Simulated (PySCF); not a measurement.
# C8H7Br: the cost of one run

Computed with PySCF 2.14.0 and routines of our own; the level stands in each step. Atoms count from 0.

## 1. The starting structure

16 atoms, charge 0, multiplicity 1; geometry from: GFN2-xTB.

## 2. Geometry optimisation at PBE0-D3(BJ)/def2-SVP

The job: settings as JSON, then the geometry in Å.

```
{"job": {"xc": "PBE0", "basis": "def2-SVP", "d3": "d3bj", "grid": 2, "kind": "geom"}, "charge": 0, "multiplicity": 1}
Br     3.229810    -0.002053     1.260080
C      1.595680     0.207470     0.257082
C      0.956225     1.367179     0.307606
C     -0.261367     1.660871    -0.452174
C     -1.398526     0.980500    -0.368725
C     -1.647905    -0.178616     0.492283
C     -0.986833    -1.330843     0.469644
C      0.127015    -1.659577    -0.421046
C      1.260463    -0.976316    -0.532841
H      1.357599     2.186801     0.890215
H     -0.205557     2.551264    -1.066961
H     -2.265781     1.327098    -0.919155
H     -2.507187    -0.073269     1.144654
H     -1.316875    -2.148408     1.099981
H      0.001359    -2.571055    -0.993431
H      2.054280    -1.332101    -1.178621
```

On the command line:

```sh
> OMP_NUM_THREADS=1 python excited_run.py task.json out
```

This one command runs all jobs of the session in turn.

Q: Estimate the wall time and peak memory of this first job on 1 thread of Arm Neoverse V2, shared host.

About 84 s, with a peak of 0.85 GiB.
